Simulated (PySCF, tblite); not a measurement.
# C4H9BrSSi: geometry, infrared bands and NMR shifts

Aim: predict the infrared bands and NMR shifts of C4H9BrSSi (`[SiH3]SCC/C=C/Br`).

The runs use tblite 0.8.0 and PySCF 2.14.0, with density-fitted response routines of our own; the level of theory stands in each step. All values are computed, except where a source is named. Atoms count from 0, in the outputs and in this text.

**1. Starting geometry**

16 atoms, charge 0, multiplicity 1; geometry from: force field or distance geometry start.

Bonds of the start (Å): Si0–S1 2.17, S1–C2 1.82, C2–C3 1.48, C3–C4 1.48, C4–C5 1.33, C5–Br6 1.92, Si0–H7 1.47, Si0–H8 1.48, Si0–H9 1.48, C2–H10 1.14, C2–H11 1.12, C3–H12 1.14, C3–H13 1.14, C4–H14 1.10, C5–H15 1.07.

**2. Optimising the geometry with GFN2-xTB**

The job: settings as JSON, then the geometry in Å.

```
{"job": {"kind": "relax", "xc": "GFN2-xTB", "basis": "xTB"}, "charge": 0, "multiplicity": 1}
Si     2.474800     0.932400     0.411400
S      0.808700     0.783400    -0.969100
C      0.125100    -0.886000    -0.716200
C     -0.504100    -1.060500     0.611800
C     -1.639900    -0.144100     0.865500
C     -2.113400     0.717300    -0.034800
Br    -3.588600     1.887900     0.360300
H      2.176300     2.026900     1.339500
H      2.690600    -0.330000     1.159300
H      3.740500     1.165400    -0.310300
H     -0.612700    -1.040000    -1.566100
H      0.891200    -1.685100    -0.863300
H     -0.904300    -2.119900     0.737700
H      0.296900    -0.911300     1.405600
H     -2.155200    -0.134100     1.835200
H     -1.693400     0.806700    -1.010500
```

Command:

```bash
OMP_NUM_THREADS=1 python probes_run.py task.json out
```

One launch serves the whole session: the jobs run in the order shown.

**Question.** This job is followed by: GFN2-xTB harmonic vibrations, gas phase; GIAO PBE0/pcSseg-1 NMR shielding, non-relativistic, gas phase. What will the session give for the following? strongest single infrared mode (GFN2-xTB); zero-point energy (GFN2-xTB); 13C shifts against TMS (PBE0/pcSseg-1); 1H shifts against TMS (PBE0/pcSseg-1, means over atoms taken as alike); 29Si shifts against TMS (PBE0/pcSseg-1); 33S shifts against CS2 (PBE0/pcSseg-1); 79Br shifts against HBr (PBE0/pcSseg-1).

The runs gave:

| quantity | value |
| --- | --- |
| strongest single infrared mode (GFN2-xTB) | 777 cm⁻¹, 474 km/mol |
| zero-point energy (GFN2-xTB) | 71.1 kcal/mol |
| 13C shifts against TMS (PBE0/pcSseg-1) | 140.7, 131.8, 35.4, 33.4 ppm |
| 1H shifts against TMS (PBE0/pcSseg-1, means over atoms taken as alike) | 6.72, 6.23, 4.58, 2.82, 2.45 ppm |
| 29Si shifts against TMS (PBE0/pcSseg-1) | -54.9 ppm |
| 33S shifts against CS2 (PBE0/pcSseg-1) | -187 ppm |
| 79Br shifts against HBr (PBE0/pcSseg-1) | 524 ppm |

**Reading.** Over 105 steps the energy fell by 0.318 eV; of the close pairs, C2–H10 changed most, 1.136 to 1.089 Å. No mode is imaginary among the 42: a minimum at this level. The strongest single mode, at 777 cm⁻¹, moves mainly H7 and H9. Unscaled tight-binding wavenumbers are off by several per cent, some by more. Its intensities can rank the bands wrongly. C5 stands next to heavy halogen, whose spin-orbit shielding this run leaves out, so the computed shift lies too far downfield, most of all for carbon beside Br or I. At PBE0/pcSseg-1: Shielding is most anisotropic at Br6 (span 1334 ppm, paramagnetic term -1022 ppm). Spin-orbit coupling is left out, which matters for shieldings and couplings at and beside the heavy atoms.
